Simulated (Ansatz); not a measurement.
# BGaH2O: a ladder of functionals and wavefunction methods, part 2 of 2

Ansatz 0.2.0, Gaussian basis; functionals in def2-TZVPP, the program's frozen cores in correlated methods. The steps go on from the part before.

## (15) LC-ωPBE (range-separated)

The input, in.yaml:

```yaml
crystal:
  periodic: [false, false, false]
  atoms:
    - {symbol: B, position_ang: [-0.552949, 0.263921, -0.196861]}
    - {symbol: O, position_ang: [0.569654, -0.331369, 0.209270]}
    - {symbol: Ga, position_ang: [2.155004, -1.071459, 0.706800]}
    - {symbol: H, position_ang: [-1.621346, -0.122726, 0.212537]}
    - {symbol: H, position_ang: [-0.500464, 1.187934, -0.973145]}
basis:
  gaussian: {orbitals: def2-TZVPP}
hamiltonian: {xc: {name: LC-wPBE}}
output: {orbitals: {seedname: orbitals}}
```

On the command line:

```bash
$ ansatz run in.yaml --threads 2 --pin off --events-out ev --progress --plain --max-ram 4352MiB
```

Output, cut to the lines that bear on the results:

```text
Functional definition: LC-wPBE
  name "LC-wPBE"
  cite "Vydrov & Scuseria, J. Chem. Phys. 125, 234109 (2006) doi:10.1063/1.2409292"
  cite "Heyd & Scuseria, J. Chem. Phys. 120, 7274 (2004) doi:10.1063/1.1668634"
  cite "Ernzerhof & Perdew, J. Chem. Phys. 109, 3313 (1998) doi:10.1063/1.476928"
  cite "Perdew, Burke & Ernzerhof, Phys. Rev. Lett. 77, 3865 (1996) doi:10.1103/PhysRevLett.77.3865"
  parent pbe
[...]
806 factors; their error is unknown
260 factors; integrals over basis functions are off by at most 3.1e-5 eV
[...]
mean field -55127.65861807 eV, -2025.9040873450 hartree, gradient 2.4e-5 eV, S^2 0.000000; 0 other end points of the search recorded, 0 dependent functions left out
reference -55127.65861808 eV, -2025.9040873453 hartree; 23, 23 occupied and 115, 115 virtual orbitals, 806 factors
Total energy: -55127.65861808 eV, -2025.9040873453 hartree
```

It took 2.2 s on 2 threads of Intel Xeon Platinum 8488C, shared host.

Atomisation energy: 1766.2 kJ/mol (free atoms -55109.353 eV, run apart). HOMO -10.20 eV, LUMO 0.48 eV.

## (16) ωB97X-V (range-separated)

Changes to in.yaml since step 15:

```diff
@@ -10,3 +10,3 @@
   gaussian: {orbitals: def2-TZVPP}
-hamiltonian: {xc: {name: LC-wPBE}}
+hamiltonian: {xc: {name: wB97X-V}}
 output: {orbitals: {seedname: orbitals}}
```

Same command.

Output, cut to the lines that bear on the results:

```text
Functional definition: wB97X-V
  name "wB97X-V"
  cite "Mardirossian & Head-Gordon, Phys. Chem. Chem. Phys. 16, 9904 (2014) doi:10.1039/C3CP54374A"
  cite "Becke, J. Chem. Phys. 107, 8554 (1997) doi:10.1063/1.475007"
  cite "Vydrov & Van Voorhis, J. Chem. Phys. 133, 244103 (2010) doi:10.1063/1.3521275"
[...]
      + integral(e_c_pw_opposite_spin*poly(b97_u_opposite, cos0, cos1)) + vv10(b, c)
841 factors; their error is unknown
196 factors; integrals over basis functions are off by at most 1.1e-5 eV
[...]
mean field -55130.89216342 eV, -2026.0229179448 hartree, gradient 2.7e-5 eV, S^2 0.000000; 0 other end points of the search recorded, 0 dependent functions left out
reference -55130.89216157 eV, -2026.0229178768 hartree; 23, 23 occupied and 115, 115 virtual orbitals, 841 factors
Total energy: -55130.89216157 eV, -2026.0229178768 hartree
```

Run time: 5.5 s. Hardware: 2 threads of Intel Xeon Platinum 8488C, shared host; peak memory 0.3 GiB.

With the free atoms at this level, -55112.448 eV in sum, the atomisation energy is 1779.6 kJ/mol. HOMO -9.86 eV, LUMO 0.39 eV.

## (17) ωB97M-V (range-separated)

Changes to in.yaml since step 16:

```diff
@@ -10,3 +10,3 @@
   gaussian: {orbitals: def2-TZVPP}
-hamiltonian: {xc: {name: wB97X-V}}
-output: {orbitals: {seedname: orbitals}}
+hamiltonian: {xc: {name: wB97M-V}}
+output: {forces: true, orbitals: {seedname: orbitals}}
```

Launched as before.

Output, cut to the lines that bear on the results:

```text
Functional definition: wB97M-V
  name "wB97M-V"
  cite "Mardirossian & Head-Gordon, J. Chem. Phys. 144, 214110 (2016) doi:10.1063/1.4952647"
  cite "Becke, J. Chem. Phys. 107, 8554 (1997) doi:10.1063/1.475007"
  cite "Vydrov & Van Voorhis, J. Chem. Phys. 133, 244103 (2010) doi:10.1063/1.3521275"
  # Of w^i u^j: cxij and so on, Table III.
[...]
  gx(w, u) = 1 - cx + cx01*u + cx10*w
  gss(w, u) = css00 + css04*u^4 + css10*w + css20*w^2 + css43*w^4*u^3
  gos(w, u) = cos00 + cos10*w + (cos20 + cos21*u)*w^2 + (cos60 + cos61*u)*w^6
[...]
      + integral(e_c_pw_mod_opposite_spin*gos(b97_w_opposite, b97_u_opposite)) + vv10(b, c)
841 factors; their error is unknown
196 factors; integrals over basis functions are off by at most 1.1e-5 eV
[...]
mean field -55132.96236983 eV, -2026.0989966270 hartree, gradient 5.3e-5 eV, S^2 0.000000; 0 other end points of the search recorded, 0 dependent functions left out
[...]
reference -55132.96241536 eV, -2026.0989983004 hartree; 23, 23 occupied and 115, 115 virtual orbitals, 841 factors
Total energy: -55132.96241536 eV, -2026.0989983004 hartree
Atom 0 at    -0.552949     0.263921    -0.196861 Å, force    -0.245454     0.127004    -0.088603 eV/Å
Atom 1 at     0.569654    -0.331369     0.209270 Å, force     0.050308    -0.030141     0.022522 eV/Å
Atom 2 at     2.155004    -1.071459     0.706800 Å, force     0.068623    -0.032180     0.021123 eV/Å
Atom 3 at    -1.621346    -0.122726     0.212537 Å, force     0.132649     0.048322    -0.050553 eV/Å
Atom 4 at    -0.500464     1.187934    -0.973145 Å, force    -0.006127    -0.113006     0.095512 eV/Å
Dipole moment:     0.397262    -0.185250     0.124293 e Å
```

Wall time 7 s (2 threads of Intel Xeon Platinum 8488C, shared host); peak memory 0.31 GiB.

Atomisation energy: 1784.0 kJ/mol (free atoms -55114.473 eV, run apart). HOMO -9.74 eV, LUMO 0.22 eV.

## (18) B2PLYP (double hybrid)

Changes to in.yaml since step 17:

```diff
@@ -10,3 +10,2 @@
   gaussian: {orbitals: def2-TZVPP}
-hamiltonian: {xc: {name: wB97M-V}}
-output: {forces: true, orbitals: {seedname: orbitals}}
+hamiltonian: {xc: {name: B2PLYP}}
```

Launched as before.

Output, cut to the lines that bear on the results:

```text
Functional definition: B2PLYP
  name "B2PLYP"
  cite "Grimme, J. Chem. Phys. 124, 034108 (2006) doi:10.1063/1.2148954"
  cite "Becke, Phys. Rev. A 38, 3098 (1988) doi:10.1103/PhysRevA.38.3098"
  cite "Lee, Yang & Parr, Phys. Rev. B 37, 785 (1988) doi:10.1103/PhysRevB.37.785"
[...]
869 factors; integrals over basis functions are off by at most 8.9e-4 eV
[...]
mean field -55120.03854493 eV, -2025.6240548221 hartree, gradient 3.0e-6 eV, S^2 0.000000; 0 other end points of the search recorded, 0 dependent functions left out
11 core orbitals not correlated: weight in the atoms' cores, before any rotation towards them, 1.000 or more for the frozen orbitals, at most 0.000 for the correlated occupied ones
reference -55120.03868497 eV, -2025.6240599685 hartree; 12, 12 occupied and 115, 115 virtual orbitals, 869 factors
second order -17.89501743 eV of doubles, -0.00000000 eV of singles
Total energy: -55124.87033967 eV, -2025.8016200039 hartree
```

Wall time 4 s (2 threads of Intel Xeon Platinum 8488C, shared host).

With the free atoms at this level, -55106.509 eV in sum, the atomisation energy is 1771.6 kJ/mol.

## (19) PBE-QIDH (double hybrid)

Changes to in.yaml since step 18:

```diff
@@ -10,2 +10,2 @@
   gaussian: {orbitals: def2-TZVPP}
-hamiltonian: {xc: {name: B2PLYP}}
+hamiltonian: {xc: {name: PBE-QIDH}}
```

The command is unchanged.

Output, cut to the lines that bear on the results:

```text
Functional definition: PBE-QIDH
  name "PBE-QIDH"
  cite "Brémond, Sancho-García, Pérez-Jiménez & Adamo, J. Chem. Phys. 141, 031101 (2014) doi:10.1063/1.4890314"
  cite "Perdew, Burke & Ernzerhof, Phys. Rev. Lett. 77, 3865 (1996) doi:10.1103/PhysRevLett.77.3865"
[...]
869 factors; integrals over basis functions are off by at most 8.9e-4 eV
[...]
mean field -55111.28342745 eV, -2025.3023101893 hartree, gradient 3.0e-6 eV, S^2 0.000000; 0 other end points of the search recorded, 0 dependent functions left out
11 core orbitals not correlated: weight in the atoms' cores, before any rotation towards them, 1.000 or more for the frozen orbitals, at most 0.000 for the correlated occupied ones
reference -55111.28343872 eV, -2025.3023106033 hartree; 12, 12 occupied and 115, 115 virtual orbitals, 869 factors
second order -16.49540290 eV of doubles, -0.00000000 eV of singles
Total energy: -55116.78190635 eV, -2025.5043755618 hartree
```

It took 4.2 s on 2 threads of Intel Xeon Platinum 8488C, shared host.

With the free atoms at this level, -55098.546 eV in sum, the atomisation energy is 1759.5 kJ/mol.

## (20) Orbital energies across the functionals

Dipoles come from the runs that computed forces. Levels, from each run's orbital file:

```
  functional  HOMO (eV)  LUMO (eV)  gap (eV)  dipole (D)
 LDA (SPW92)      -6.18      -2.55      3.63            
      PBE-D4      -6.09      -2.32      3.76        2.06
   revPBE-D4      -6.05      -2.23      3.81            
     BLYP-D4      -6.01      -2.25      3.76            
   r2SCAN-D4      -6.38      -2.12      4.27        1.94
      B97M-V      -6.41      -2.20      4.21            
     PBE0-D4      -7.43      -1.53      5.90            
    B3LYP-D4      -7.24      -1.77      5.46        2.14
  r2SCANh-D4      -6.88      -1.83      5.05            
  r2SCAN0-D4      -7.64      -1.42      6.22            
    HSE06-D4      -7.03      -1.90      5.13            
    BHLYP-D4      -8.68      -0.75      7.92            
CAM-B3LYP-D4      -8.86      -0.61      8.25            
     LC-ωPBE     -10.20       0.48     10.68            
     ωB97X-V      -9.86       0.39     10.25            
     ωB97M-V      -9.74       0.22      9.96        2.19
```

## (21) CCSD(T) in def2-SVP

Changes to in.yaml since step 19:

```diff
@@ -9,3 +9,3 @@
 basis:
-  gaussian: {orbitals: def2-TZVPP}
-hamiltonian: {xc: {name: PBE-QIDH}}
+  gaussian: {orbitals: def2-SVP}
+correlation: {method: ccsd_t}
```

Launched as before.

Output, cut to the lines that bear on the results:

```text
Functional definition: HF
  name "HF"
  cite "Fock, Z. Phys. 61, 126 (1930) doi:10.1007/BF01340294"
  parent pbe
[...]
692 factors; integrals over basis functions are off by at most 1.1e-3 eV
[...]
mean field -55067.90007987 eV, -2023.7080015718 hartree, gradient 1.3e-6 eV, S^2 0.000000; 0 other end points of the search recorded, 0 dependent functions left out
11 core orbitals not correlated: weight in the atoms' cores, before any rotation towards them, 1.000 or more for the frozen orbitals, at most 0.000 for the correlated occupied ones
reference -55067.90007987 eV, -2023.7080015718 hartree; 12, 12 occupied and 47, 47 virtual orbitals, 692 factors
second order -12.47702785 eV of doubles, -0.00000000 eV of singles
cycle   1  -12.22438132 eV  change    2.5e-1 eV  update   1.2e-1
[...]
cycle  10  -12.81902973 eV  change    5.3e-6 eV  update   1.4e-5
perturbative correction -0.39430500 eV, -0.0144904415 hartree
Total energy: -55081.11341460 eV, -2024.1935826670 hartree
```

Run time: 2.9 s. Hardware: 2 threads of Intel Xeon Platinum 8488C, shared host.

## (22) CCSD(T) in def2-TZVPP

Changes to in.yaml since step 21:

```diff
@@ -9,3 +9,4 @@
 basis:
-  gaussian: {orbitals: def2-SVP}
+  gaussian: {orbitals: def2-TZVPP}
 correlation: {method: ccsd_t}
+output: {orbitals: {seedname: orbitals}}
```

Launched as before.

Output, cut to the lines that bear on the results:

```text
Functional definition: HF
  name "HF"
  cite "Fock, Z. Phys. 61, 126 (1930) doi:10.1007/BF01340294"
  parent pbe
[...]
869 factors; integrals over basis functions are off by at most 8.9e-4 eV
[...]
mean field -55077.97456475 eV, -2024.0782320627 hartree, gradient 2.0e-6 eV, S^2 0.000000; 0 other end points of the search recorded, 0 dependent functions left out
11 core orbitals not correlated: weight in the atoms' cores, before any rotation towards them, 1.000 or more for the frozen orbitals, at most 0.000 for the correlated occupied ones
reference -55077.97456475 eV, -2024.0782320627 hartree; 12, 12 occupied and 115, 115 virtual orbitals, 869 factors
second order -14.55147180 eV of doubles, -0.00000000 eV of singles
cycle   1  -14.24331461 eV  change    3.1e-1 eV  update   1.1e-1
[...]
cycle  10  -14.85755288 eV  change    1.0e-5 eV  update   1.5e-5
perturbative correction -0.59929134 eV, -0.0220235505 hartree
Total energy: -55093.43140898 eV, -2024.6462606108 hartree
```

Run time: 20 s. Hardware: 2 threads of Intel Xeon Platinum 8488C, shared host; peak memory 0.77 GiB.

## (23) MP2 in def2-QZVPP

Changes to in.yaml since step 22:

```diff
@@ -9,4 +9,3 @@
 basis:
-  gaussian: {orbitals: def2-TZVPP}
-correlation: {method: ccsd_t}
-output: {orbitals: {seedname: orbitals}}
+  gaussian: {orbitals: "def2-QZVPP.json"}
+correlation: {method: mp2}
```

Same command.

Output:

```text
Functional definition: HF
  name "HF"
  cite "Fock, Z. Phys. 61, 126 (1930) doi:10.1007/BF01340294"
  parent pbe
  exchange = exact_x
  correlation = 0
1665 factors; integrals over basis functions are off by at most 8.9e-4 eV
mean field evaluation 1: about -55075.3495 eV, gradient 4.4e1 eV
mean field evaluation 2: about -55075.3947 eV, gradient 4.4e1 eV
mean field evaluation 4: about -55079.1520 eV, gradient 3.0e0 eV
mean field evaluation 8: about -55079.2020 eV, gradient 3.7e-1 eV
mean field -55079.20240285 eV, -2024.1233542803 hartree, gradient 1.3e-6 eV, S^2 0.000000; 0 other end points of the search recorded, 0 dependent functions left out
11 core orbitals not correlated: weight in the atoms' cores, before any rotation towards them, 1.000 or more for the frozen orbitals, at most 0.000 for the correlated occupied ones
reference -55079.20240285 eV, -2024.1233542803 hartree; 12, 12 occupied and 240, 240 virtual orbitals, 1665 factors
second order -22.00188274 eV of doubles, -0.00000000 eV of singles
Total energy: -55101.20428559 eV, -2024.9319085577 hartree
```

Run time: 14 s. Hardware: 2 threads of Intel Xeon Platinum 8488C, shared host; peak memory 0.73 GiB.

The pieces so far (eV):

```
     basis           HF  MP2 correlation  CCSD correlation      (T)              total
  def2-SVP  -55067.9001         -12.4770          -12.8190  -0.3943        -55081.1134
def2-TZVPP  -55077.9746         -14.5515          -14.8576  -0.5993        -55093.4314
def2-QZVPP  -55079.2024         -22.0019                             -55101.2043 (MP2)
```

The report of the def2-TZVPP run gives T1 = 0.0161.

## (24) The basis-set limit

This step is arithmetic on the last runs, with X = 3 and 4: exp(−7.88√X) for Hartree-Fock, X^−2.97 for correlation; only MP2 was run in the larger set, so CCSD(T) minus MP2 is added from the smaller one.

```
  level  energy at the limit (eV)
     HF               -55079.3715
    MP2               -55106.8922
   CCSD               -55107.1983
CCSD(T)               -55107.7976
```

This is no true limit for total energies: MP2 correlation changes by a factor of 1.51 from triple to quadruple zeta (about 1.07 in light molecules), because outer-core shells are correlated in sets not made for them. Much of that cancels between molecule and atoms or ions.

## (25) RPA on PBE orbitals

Changes to in.yaml since step 23:

```diff
@@ -9,3 +9,4 @@
 basis:
-  gaussian: {orbitals: "def2-QZVPP.json"}
-correlation: {method: mp2}
+  gaussian: {orbitals: def2-TZVPP}
+hamiltonian: {xc: pbe}
+correlation: {method: rpa}
```

Same command.

Output, cut to the lines that bear on the results:

```text
Functional definition: PBE
  name "PBE"
  cite "Perdew, Burke & Ernzerhof, Phys. Rev. Lett. 77, 3865 (1996) doi:10.1103/PhysRevLett.77.3865"
  parent pbe
[...]
869 factors; integrals over basis functions are off by at most 8.9e-4 eV
[...]
mean field -55125.34785054 eV, -2025.8191682045 hartree, gradient 3.3e-6 eV, S^2 0.000000; 2 other end points of the search recorded, 0 dependent functions left out
11 core orbitals not correlated: weight in the atoms' cores, before any rotation towards them, 1.000 or more for the frozen orbitals, at most 0.000 for the correlated occupied ones
reference -55076.60487712 eV, -2024.0278969705 hartree; 12, 12 occupied and 115, 115 virtual orbitals, 869 factors
Total energy: -55099.84342064 eV, -2024.8818976933 hartree
```

Run time: 3.2 s. Hardware: 2 threads of Intel Xeon Platinum 8488C, shared host.

RPA correlation: -23.239 eV. No RPA run of the hydrogen atom was made, so RPA has no atomisation energy below.

## (26) Atomisation energies

Free atoms (1 B, 1 O, 1 Ga, 2 H) were run apart at each level; the atomisation energy is their sum less the molecule, without zero-point or spin-orbit terms.

Differences are taken before rounding.

```
            method             rung  atoms, summed (eV)  atomisation energy (kJ/mol)  from CCSD(T)/CBS (kJ/mol)    time
       LDA (SPW92)              LDA          -55010.579                       2024.1                     +248.1  0.75 s
            PBE-D4              GGA          -55106.707                       1806.4                      +30.4   1.4 s
         revPBE-D4              GGA          -55114.020                       1756.1                      -19.9   1.5 s
           BLYP-D4              GGA          -55119.895                       1791.1                      +15.2   1.5 s
         r2SCAN-D4         meta-GGA          -55116.251                       1788.1                      +12.1   3.1 s
            B97M-V         meta-GGA          -55107.734                       1784.0                       +8.0   4.2 s
           PBE0-D4           hybrid          -55108.256                       1764.0                      -11.9   1.7 s
          B3LYP-D4           hybrid          -55120.081                       1783.6                       +7.6   2.4 s
        r2SCANh-D4           hybrid          -55115.972                       1771.8                       -4.2   3.2 s
        r2SCAN0-D4           hybrid          -55115.575                       1748.6                      -27.4   2.9 s
          HSE06-D4           hybrid          -55108.084                       1765.1                      -10.9   2.1 s
          BHLYP-D4           hybrid          -55117.044                       1727.4                      -48.6   1.8 s
      CAM-B3LYP-D4  range-separated          -55120.384                       1795.2                      +19.2     2 s
           LC-ωPBE  range-separated          -55109.353                       1766.2                       -9.7   2.2 s
           ωB97X-V  range-separated          -55112.448                       1779.6                       +3.6   5.5 s
           ωB97M-V  range-separated          -55114.473                       1784.0                       +8.0     7 s
            B2PLYP    double hybrid          -55106.509                       1771.6                       -4.4     4 s
          PBE-QIDH    double hybrid          -55098.546                       1759.5                      -16.5   4.2 s
     HF/def2-TZVPP     wavefunction          -55064.174                       1331.6                     -444.4        
    MP2/def2-TZVPP     wavefunction          -55074.031                       1784.5                       +8.5        
   CCSD/def2-TZVPP     wavefunction          -55075.154                       1705.7                      -70.3        
  CCSD(T)/def2-SVP     wavefunction          -55063.558                       1693.8                      -82.2   2.9 s
CCSD(T)/def2-TZVPP     wavefunction          -55075.468                       1733.2                      -42.8    20 s
           MP2/CBS     wavefunction          -55087.953                       1827.4                      +51.4        
       CCSD(T)/CBS     wavefunction          -55089.391                       1776.0                          0    34 s
```

Among the levels timed on like hardware and quicker than the yardstick, those that no quicker one beats, quickest first: LDA (SPW92) (0.75 s, +248.1 kJ/mol); PBE-D4 (1.4 s, +30.4 kJ/mol); BLYP-D4 (1.5 s, +15.2 kJ/mol); PBE0-D4 (1.7 s, -11.9 kJ/mol); HSE06-D4 (2.1 s, -10.9 kJ/mol); LC-ωPBE (2.2 s, -9.7 kJ/mol); B3LYP-D4 (2.4 s, +7.6 kJ/mol); r2SCANh-D4 (3.2 s, -4.2 kJ/mol); ωB97X-V (5.5 s, +3.6 kJ/mol).

LDA (SPW92), LC-ωPBE, B2PLYP, PBE-QIDH carry no dispersion term (for B3LYP, D4 adds 12.9 kJ/mol).

Times are those of the molecule's run; HF, MP2 and CCSD come out of the CCSD(T) runs, and the limit's time is the sum of the runs that it needs.

## (27) What came out

What follows sums up all 2 parts.

| quantity | value |
| --- | --- |
| atomisation energy, CCSD(T)/CBS | 1776.0 kJ/mol |
| functionals within 17.8 kJ/mol (1.0 %) | BLYP-D4, r2SCAN-D4, B97M-V, PBE0-D4, B3LYP-D4, r2SCANh-D4, HSE06-D4, LC-ωPBE, ωB97X-V, ωB97M-V, B2PLYP, PBE-QIDH |
| farthest beyond LDA | BHLYP-D4 (-48.6 kJ/mol) |
| mean size of error, GGA | 21.8 kJ/mol |
| mean size of error, meta-GGA | 10.1 kJ/mol |
| mean size of error, hybrid | 18.4 kJ/mol |
| mean size of error, range-separated | 10.1 kJ/mol |
| mean size of error, double hybrid | 10.4 kJ/mol |
| gap, smallest and largest | 3.63 eV (LDA (SPW92)), 10.68 eV (LC-ωPBE) |
| T1 diagnostic | 0.0161 |
| triples share of the correlation energy | 3.9 % |

What this shows: The LDA atomisation energy is off by 248.1 kJ/mol (14 %): it overbinds. PBE-D4 misses by +30.4 kJ/mol. Double hybrids carry the basis error of their MP2 part in triple zeta, and no dispersion term here, so their miss is partly the set-up's. The rungs meta-GGA, range-separated, double hybrid miss on average by less than the doubt on the reference (17.8 kJ/mol), so they tie. The reference freezes the cores and leaves out relativity and excitations past (T), and its outer-core shells are covered unevenly, so misses under about 17.8 kJ/mol can't be ranked. Hartree-Fock recovers 75 % of the binding; the rest is correlation. CCSD(T) in def2-SVP is off by -82.2 kJ/mol, which most functionals beat. Orbital gaps span 3.6 to 10.7 eV; exact exchange widens them. Correlated methods include outer-core shells of Ga, which these sets cover unevenly.

ωB97X-V reaches 3.6 kJ/mol from the reference in 5.5 s, where CCSD(T)/CBS took 34 s; the quickest level in the cost chart, LDA (SPW92), takes 0.75 s and misses by 248.1 kJ/mol.
